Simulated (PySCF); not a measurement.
**C3H9FOSi2: electronic excitations**

Aim: predict the electronic excitations of C3H9FOSi2 (`C[SiH2][SiH2][C@@H](F)C=O`).

Computed with PySCF 2.14.0, with density-fitted response routines of our own, on a single molecule in the gas phase. Atoms count from 0, in the outputs and in this text.

## Step 1: The molecule as given

16 atoms, charge 0, multiplicity 1; geometry from: GFN2-xTB.

Bonds of the start (Å): C0–Si1 1.91, Si1–Si2 2.33, Si2–C3 1.96, C3–F4 1.38, C3–C5 1.46, C5–O6 1.21, C0–H7 1.09, C0–H8 1.09, C0–H9 1.09, Si1–H10 1.46, Si1–H11 1.47, Si2–H12 1.47, Si2–H13 1.47, C3–H14 1.09, C5–H15 1.10.

## Step 2: Excited states and response: B3LYP/def2-SVPD

The job: settings as JSON, then the geometry in Å.

```
{"job": {"kind": "uv", "xc": "B3LYP", "basis": "def2-SVPD", "nstates": 8, "ntriplets": 3}, "charge": 0, "multiplicity": 1}
C      2.779170     0.165165     0.597227
Si     0.911131    -0.095308     0.881709
Si    -0.127995     0.411458    -1.138289
C     -1.967469     0.838893    -0.617306
F     -2.784354     1.039096    -1.708821
C     -2.427054    -0.283306     0.199616
O     -1.851565    -0.660152     1.195891
H      3.008238     1.192048     0.327842
H      3.345884    -0.068005     1.493077
H      3.156430    -0.470695    -0.198608
H      0.740472    -1.490390     1.294770
H      0.510582     0.809212     1.966829
H      0.254840     1.596476    -1.920306
H     -0.300431    -0.655298    -2.134529
H     -1.952285     1.771996    -0.051258
H     -3.303193    -0.824764    -0.199254
```

Method: TDDFT B3LYP/def2-SVPD, vertical, gas phase, core orbitals frozen in the response.

Started as:

```sh
> OMP_NUM_THREADS=1 python probes_run.py task.json out
```

The driver reads the jobs from task.json and runs them one after another.

Predict these results of the whole session: lowest singlet (B3LYP/def2-SVPD); brightest single state of those computed; lowest triplet; surface potential, 1st and 99th percentile.

As calculated:

| quantity | value |
| --- | --- |
| lowest singlet (B3LYP/def2-SVPD) | 4.22 eV (294 nm), f = 0.008 |
| brightest single state of those computed | state 4, 6.25 eV, f = 0.062 |
| lowest triplet | 3.67 eV |
| surface potential, 1st and 99th percentile | -1.26 V and 1.34 V |

In words: The lowest singlet, at 4.22 eV, is HOMO→LUMO 0.86, HOMO−1→LUMO 0.10 and is weak; of the 8 states computed, the strongest absorption comes from state 4 at 6.25 eV. The lowest triplet lies 0.55 eV below the lowest singlet (triplets in Tamm-Dancoff, singlets in full TDDFT). By nearest atom (B3LYP/def2-SVPD), the HOMO sits on O6 41 %; C3 12 % and the LUMO on C5 38 %; O6 25 %.
